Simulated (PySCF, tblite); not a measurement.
# C6H11N3: geometry, infrared bands and NMR shifts

Aim: predict the infrared bands and NMR shifts of C6H11N3 (`Cc1cnnn1C(C)C`).

Computed with tblite 0.8.0 and PySCF 2.14.0, with density-fitted response routines of our own, on a single molecule in the gas phase. Atoms are numbered from 0 throughout.

## 1. The starting structure

20 atoms, charge 0, multiplicity 1; geometry from: force field or distance geometry start.

Bonds of the start (Å): C0–C1 1.49, C1–C2 1.38, C2–N3 1.37, N3–N4 1.33, N4–N5 1.35, N5–C6 1.45, C6–C7 1.52, C6–C8 1.53, N5–C1 1.37, C0–H9 1.08, C0–H10 1.10, C0–H11 1.10, C2–H12 1.07, C6–H13 1.10, C7–H14 1.10, C7–H15 1.08, C7–H16 1.10, C8–H17 1.10, C8–H18 1.10, C8–H19 1.10.

## 2. Optimising the geometry with GFN2-xTB

Job settings and geometry (Å):

```
{"job": {"kind": "relax", "xc": "GFN2-xTB", "basis": "xTB"}, "charge": 0, "multiplicity": 1}
C      2.030900    -1.159500    -0.463000
C      1.543400     0.168300    -0.010200
C      2.240700     1.301000     0.363700
N      1.348600     2.287300     0.711300
N      0.123900     1.787300     0.604500
N      0.227200     0.516800     0.162000
C     -0.965200    -0.275500    -0.065700
C     -1.833800     0.330600    -1.156300
C     -1.751700    -0.483400     1.231600
H      3.111600    -1.185800    -0.505200
H      1.635200    -1.381000    -1.464300
H      1.693100    -1.950200     0.223400
H      3.293300     1.476000     0.390600
H     -0.628700    -1.265100    -0.408600
H     -2.694700    -0.318100    -1.378400
H     -1.270700     0.459000    -2.073500
H     -2.232600     1.309600    -0.867400
H     -2.607600    -1.156100     1.063500
H     -2.147600     0.470600     1.623700
H     -1.120300    -0.920900     2.015200
```

Command:

```
$ OMP_NUM_THREADS=1 python probes_run.py task.json out
```

The driver reads the jobs from task.json and runs them one after another.

**Question.** This job is followed by: GFN2-xTB harmonic vibrations, gas phase; GIAO PBE0/pcSseg-1 NMR shielding, non-relativistic, gas phase. Predict these results of the whole session: strongest single infrared mode (GFN2-xTB); zero-point energy (GFN2-xTB); ¹³C shifts against TMS (PBE0/pcSseg-1, means over atoms taken as alike); ¹H shifts against TMS (PBE0/pcSseg-1, means over atoms taken as alike); ¹⁵N shifts against NH3 (PBE0/pcSseg-1).

**Answer**, as computed:

| quantity | value |
| --- | --- |
| strongest single infrared mode (GFN2-xTB) | 1369 cm⁻¹, 70 km/mol |
| zero-point energy (GFN2-xTB) | 105.6 kcal/mol |
| ¹³C shifts against TMS (PBE0/pcSseg-1, means over atoms taken as alike) | 136.1, 136.0, 50.6, 26.1, 10.6 ppm |
| ¹H shifts against TMS (PBE0/pcSseg-1, means over atoms taken as alike) | 7.45, 4.20, 2.35, 1.67 ppm |
| ¹⁵N shifts against NH3 (PBE0/pcSseg-1) | 394.0, 388.6, 280.3 ppm |

Relaxing lowered the energy by 0.161 eV in 50 steps; the close pair that moved most is N3–N4, from 1.327 to 1.278 Å. No mode is imaginary among the 54: a minimum at this level. The strongest single mode, at 1369 cm⁻¹, is carried by N3, N4, C2. Unscaled tight-binding wavenumbers are off by several per cent, some by more. Its intensities can rank the bands wrongly. At PBE0/pcSseg-1: The largest span, 582 ppm, is at N3, where the paramagnetic term is -450 ppm. NICS(1)zz of -32 ppm above the planar ring from C1 marks a diatropic (aromatic) ring current.
